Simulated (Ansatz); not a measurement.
**BGeH+ (quartet): the correlation ladder, cc-pVDZ**

Aim: climb from Hartree-Fock through coupled cluster and multireference methods for BGeH+ (quartet) at one geometry and basis, and see what each rung misses.

Method: cc-pVDZ, core rule «outside noble gas», up to 15 orbitals frozen; program: Ansatz 0.2.0, Gaussian basis.

The runs, in order: UHF; CCSD(T) on ROHF; CCSD(T) on UHF; BCCD(T) on ROHF; CISD; CCSDT(Q) on ROHF; CCSDT(Q) on UHF; CISDTQ; CCSDTQ on ROHF; CCSDTQ on UHF; CASSCF and MRCISD+Q, 7 electrons in 9 orbitals; CASSCF and NEVPT2, 7 electrons in 9 orbitals; Full CI.

4 further runs of the same task are left out: 4 set aside as unsound or not needed.

## (1) The system

The geometry is a PBE0/def2-TZVP stationary point (not a proven minimum) of the parent state, kept for this charge and spin. No spin-orbit coupling is included. The filled d shell of Ge may be among the frozen orbitals whatever the setting's name suggests; the logs give the count.

3 atoms, charge 1, spin multiplicity 4.

Atoms are counted from 1 here; the program's logs count them from 0.

Bond lengths: Ge1–B2 1.940 Å, B2–H3 1.189 Å. Angles: Ge1–B2–H3 180.0°.

Geometry (Å):

```
Ge    0.0000    0.0000    1.6897
B     0.0000    0.0000   -0.2506
H     0.0000    0.0000   -1.4391
```

## (2) UHF

Contents of in.yaml:

```yaml
crystal:
  periodic: [false, false, false]
  atoms:
    - {symbol: Ge, position_ang: [0.000000, 0.000000, 1.689721]}
    - {symbol: B, position_ang: [0.000000, 0.000000, -0.250601]}
    - {symbol: H, position_ang: [0.000000, 0.000000, -1.439120]}
basis:
  gaussian: {orbitals: cc-pVDZ}
total_charge: 1
magnetization: {spin_polarized: true, initial_magnetization: 3}
hamiltonian: {xc: hf}
output: {orbitals: {seedname: orbitals}}
```

On the command line:

```console
$ ansatz run in.yaml --threads 1 --pin off --events-out ev --progress --plain --max-ram 4160MiB --backend cpu
```

After this run come: CCSD(T) on ROHF; CCSD(T) on UHF; BCCD(T) on ROHF; CISD; CCSDT(Q) on ROHF; CCSDT(Q) on UHF; CISDTQ; CCSDTQ on ROHF; CCSDTQ on UHF; CASSCF and MRCISD+Q, 7 electrons in 9 orbitals; CASSCF and NEVPT2, 7 electrons in 9 orbitals; Full CI.

Q: Predict the results of all the runs planned. Wanted: FCI below the RHF energy; RMP2 from FCI; UMP2 from FCI; RCCSD from FCI; RCCSD(T) from FCI; UCCSD(T) from FCI; RCCSDT(Q) from FCI; UCCSDT(Q) from FCI; NEVPT2 valence from FCI.

**Answer**, as computed:

| quantity | value |
| --- | --- |
| FCI below the RHF energy | -3.7418 eV |
| RMP2 from FCI | +914.2 meV |
| UMP2 from FCI | +888.6 meV |
| RCCSD from FCI | +202.1 meV |
| RCCSD(T) from FCI | +49.8 meV |
| UCCSD(T) from FCI | +34.2 meV |
| RCCSDT(Q) from FCI | +1.2 meV |
| UCCSDT(Q) from FCI | -13.8 meV |
| NEVPT2 valence from FCI | +474.3 meV |
| MRCISD+Q valence from FCI | +5.6 meV |
| levels within 1 kcal/mol (43 meV) | UCCSD(T), RCCSDT, UCCSDT, CISDTQ, RCCSDT(Q), UCCSDT(Q), RCCSDTQ, UCCSDTQ, MRCISD+Q valence |
| T1 diagnostic | 0.044 |
| effectively unpaired electrons | 3.04 |

**Reading.** RCCSD(T) misses by +49.8 meV, 1.3 % of the correlation energy. UCCSDT, UCCSDT(Q), UCCSDTQ fall below full CI: unrestricted runs freeze a spin-polarised core, another one than full CI's, and coupled cluster isn't variational. The occupations are near whole numbers, but T1 = 0.044 shows that the orbitals relax strongly. Of the multireference levels listed MRCISD+Q valence comes nearest in total energy (+5.6 meV), which doesn't show that its space is the better one. These misses are within one basis, not against nature; the frozen cores of restricted and unrestricted runs differ, which can shift their rows.
